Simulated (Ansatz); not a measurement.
Write a Python script for the Ansatz DFT code, driven from Python that makes a rigid torsion scan of CH4SSeSi, SMILES [SiH3]C(S)=[Se]. Use (for the species named): r2scan0, def2-SVP basis, multiplicity 1.

```
atom    x (Å)    y (Å)    z (Å)
  Si   0.1457   0.9749  -0.1487
   C  -0.3494  -0.7698  -0.2321
   S  -0.8615  -1.6285   1.2455
  Se  -0.0577  -1.1541  -2.0117
   H  -0.8102   1.7762  -1.0453
   H  -0.0227   1.5214   1.2211
   H   1.5084   1.2004  -0.6189
   H   0.5396  -1.9774   1.5343
```

The script, `ch4ssesi.py`:
```python
import ansatz as az
from ase import Atoms


def main() -> None:
    atoms = Atoms(["Si", "C", "S", "Se", "H", "H", "H", "H"], positions=[
        (0.1457, 0.9749, -0.1487),
        (-0.3494, -0.7698, -0.2321),
        (-0.8615, -1.6285, 1.2455),
        (-0.0577, -1.1541, -2.0117),
        (-0.8102, 1.7762, -1.0453),
        (-0.0227, 1.5214, 1.2211),
        (1.5084, 1.2004, -0.6189),
        (0.5396, -1.9774, 1.5343),
    ])

    first = (
        az.Crystal.molecule_from_ase(atoms).calculation()
        .basis(gaussian="def2-SVP")
        .functional("r2scan0")
        .relax(force_tolerance=0.02, max_steps=80)
    )
    atoms.positions = first.run(threads=1, backend="cpu").report["positions_ang"]

    start = atoms.get_dihedral(4, 0, 1, 2)
    energies = {}
    for turn in range(0, 360, 40):
        turned = atoms.copy()
        turned.set_dihedral(4, 0, 1, 2, start + turn, indices=[1, 2, 3, 7])
        base = az.Crystal.molecule_from_ase(turned).calculation()
        base = base.basis(gaussian="def2-SVP")
        base = base.functional("r2scan0")
        energies[round((start + turn) % 360)] = base.run(threads=1, backend="cpu").report["free_energy_ev"]
    floor = min(energies.values())
    print("dihedral H4-Si0-C1-S2 (deg)   E - E(min) (eV)")
    for angle, e in sorted(energies.items()):
        print(f"{angle:8d} {(e - floor):14.3f}  " + "#" * int(30 * (e - floor) / max(max(energies.values()) - floor, 1e-9)))


if __name__ == "__main__":
    main()
```

```console
$ python ch4ssesi.py
dihedral H4-Si0-C1-S2 (deg)   E - E(min) (eV)
      38          0.031  ############################
      78          0.033  ##############################
     118          0.004  ###
     158          0.028  #########################
     198          0.028  #########################
     238          0.000
     278          0.027  ########################
     318          0.030  ###########################
     358          0.004  ###
```

The scan is rigid and the energies are electronic, in a modest basis. With rigid groups the curve can differ much from the relaxed path, the start wasn't checked as a minimum of this torsion, and equivalent turns needn't return to the same energy. Timing: 3.7 min on 1 thread of Arm Neoverse V2, with other jobs on the host, peak memory 0.33 GiB.
